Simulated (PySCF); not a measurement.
# [TcO2]-: singlet, from a side-on start

The task is one start of a wider search on [TcO2]-: the singlet, from a side-on start. It is relaxed, tested by its Hessian and followed downhill if it is a saddle.

The runs use PySCF 2.14.0; PBE0, basis Tc def2-SVPD with ECP28, O def2-SVPD, scalar-relativistic core potentials, no spin–orbit coupling, density fitting.

**1. Where the work starts**

3 atoms, charge -1, spin multiplicity 1.

Bond lengths: Tc1–O2 1.948 Å, Tc1–O3 1.948 Å, O2–O3 1.400 Å. Angles: O2–Tc1–O3 42.1°, Tc1–O2–O3 68.9°, Tc1–O3–O2 68.9°.

Z-matrix (Å, degrees; charge -1 multiplicity 1):
```
Tc
O  1 1.9482
O  1 1.9482 2 42.12
```

**2. Relaxation: side-on start, singlet**

One driver script runs all steps and calls PySCF; scf.py shows how it sets up the SCF of each step. The optimiser is the driver's own. Before each start the driver seeks the lowest SCF state from one or more starting densities and follows internal instabilities, so scf.py alone need not reach the same state.

The program finds C2v symmetry in the start, which this walk keeps.

The input, scf.py:

```python
from pyscf import gto, scf, dft
mol = gto.M(atom='''
Tc     0.000000     0.000000    -0.444324
O      0.700000    -0.000000     1.373775
O     -0.700000     0.000000     1.373775''',
    basis={'Tc': 'def2-SVPD', 'O': 'def2-SVPD'},
    ecp={'Tc': 'def2-SVPD'},
    charge=-1, spin=0)
mf = dft.RKS(mol, xc='PBE0')
mf.grids.atom_grid = (50, 194)
aux = {'Tc': 'def2-universal-JKFIT', 'O': 'def2-universal-JKFIT'}
mf = mf.density_fit(auxbasis=aux)
mf.kernel()
```

The optimiser's trace:

```
step  energy (Eh)  change (kJ/mol)  largest symmetric gradient (Eh/bohr)
   0  -230.788046             0.00                               0.03454
   1  -230.790197            -5.65                               0.00790
   2  -230.790283            -5.87                               0.00138
   3  -230.790286            -5.88                               0.00004
```

The walk needed 2.5 s of wall time on 4 threads, shared host.

End point (C2v, 3 steps, 5.9 kJ/mol gained): O–O 1.373 Å, Tc–O 1.896 Å (×2); O–O–Tc 68.8° (×2), O–Tc–O 42.5°.

**3. Vibrations and properties at this point**

The point is checked on the finer grid, and tightened if its gradient asks for it. The Hessian and the dipole derivatives come from central differences of analytic gradients, with steps of 0.01 bohr.

Edit scf.py of step 2 so:

```diff
@@ -3,3 +3,3 @@
-Tc     0.000000     0.000000    -0.444324
-O      0.700000    -0.000000     1.373775
-O     -0.700000     0.000000     1.373775''',
+Tc     0.000000    -0.000000    -0.432032
+O      0.686716    -0.000000     1.335770
+O     -0.686716     0.000000     1.335770''',
@@ -10 +10 @@
-mf.grids.atom_grid = (50, 194)
+mf.grids.atom_grid = (75, 302)
```

The driver hands on the density of the step before, so the log starts near convergence.

Log of the central SCF (cycles and frontier levels):

```text
init E= -230.790324166787
  HOMO = 0.010069703421256  LUMO = 0.1028886104906  gap/eV = 2.52573
cycle= 1 E= -230.790324166619  delta_E= 1.68e-10  |g|= 2.67e-05  |ddm|= 6.65e-05
  HOMO = 0.0100631346780814  LUMO = 0.102877780035175  gap/eV = 2.52562
cycle= 2 E= -230.790324164546  delta_E= 2.07e-09  |g|= 9.41e-05  |ddm|= 0.000199
  HOMO = 0.0100677499281932  LUMO = 0.102884943131194  gap/eV = 2.52568
cycle= 3 E= -230.790324166779  delta_E= -2.23e-09  |g|= 1.15e-05  |ddm|= 0.000145
  HOMO = 0.0100680673881036  LUMO = 0.102885773940207  gap/eV = 2.52570
cycle= 4 E= -230.79032416681  delta_E= -3.1e-11  |g|= 5.45e-07  |ddm|= 1.37e-05
  HOMO = 0.0100680659791406  LUMO = 0.102885784262416  gap/eV = 2.52570
Extra cycle  E= -230.79032416681  delta_E= -6.82e-13  |g|= 1.38e-06  |ddm|= 1.31e-06
converged SCF energy = -230.79032416681
```

The whole step took 6.9 s.

Geometry: C2v; O–O 1.373 Å, Tc–O 1.896 Å (×2); O–O–Tc 68.8° (×2), O–Tc–O 42.5°.

Harmonic modes (main isotopes):

```json
{"symmetry": "b2", "ω (cm⁻¹)": "317", "IR (km/mol)": "17.4", "μ (u)": "16.56"}
{"symmetry": "a1", "ω (cm⁻¹)": "638", "IR (km/mol)": "57.3", "μ (u)": "19.99"}
{"symmetry": "a1", "ω (cm⁻¹)": "1046", "IR (km/mol)": "147", "μ (u)": "16.08"}
```

No imaginary mode, so this is a minimum.

Constants and moments:

* Dipole moment about the centre of mass: 1.06 D
* Highest occupied level: 0.27 eV
* Lowest empty level: 2.80 eV
* Rotational constants: 1.117, 0.2232, 0.186 cm⁻¹
* Zero-point energy: 12.0 kJ/mol
* Principal polarisabilities: 134.8, 136.9, 139.9 bohr³
* Principal traceless quadrupole moments about the centre of mass: -2.41, -1.01, 3.42 D Å
* Entropy at 298.15 K and 1 bar: 267.9 J/(mol K)
* Heat capacity Cp at 298.15 K: 45.5 J/(mol K)
* Enthalpy at 298.15 K above 0 K: 11.41 kJ/mol
* Rotational symmetry number: 2

Charges (e) and bond orders:

| atom | Mulliken | Löwdin | polar tensor | Mayer order to Tc1 |
| --- | --- | --- | --- | --- |
| Tc1 | -0.26 | 0.11 | -0.10 | – |
| O2,3 | -0.37 | -0.56 | -0.45 | 0.52 |

Outer orbital energies (eV). occupied: -7.79, -7.58, -7.19, -3.85, -1.95, -0.61, 0.03, 0.27; empty: 2.80, 2.86, 3.29, 4.16.

Mulliken populations on Tc1 (outside its core potential): s 3.61, p 6.10, d 5.52, f 0.02.

**4. Would spin polarisation lower it?**

At the lowest minimum the closed shell is tested against spin polarisation, on the (50, 194) grid. It is unstable: an open-shell solution lies lower. That solution was not followed to a minimum here.

**5. Results**

| quantity | value |
| --- | --- |
| minimum | singlet, C2v (closed shell, unstable towards spin polarisation) |
| geometry | O–O 1.373 Å, Tc–O 1.896 Å (×2); O–O–Tc 68.8° (×2), O–Tc–O 42.5° |
| wavenumbers (cm⁻¹) | 317 (b2), 638 (a1), 1046 (a1) |
| dipole moment (centre of mass) | 1.06 D |
| highest occupied, lowest empty level | 0.27, 2.80 eV |
| polar-tensor charge of Tc1 | -0.10 e |
| zero-point energy | 12.0 kJ/mol |

The side-on start keeps its C2v symmetry and ends in a minimum. The strongest infrared band lies at 1046 cm⁻¹ (a1). Only this shape and spin were tried, so other structures or states may lie lower. The highest occupied level lies above zero: either self-interaction error lifts it or the extra electron is not bound, and the basis holds it in place. The closed shell proved unstable towards spin polarisation, so a lower open-shell solution exists.

The search up to here took 13 s.
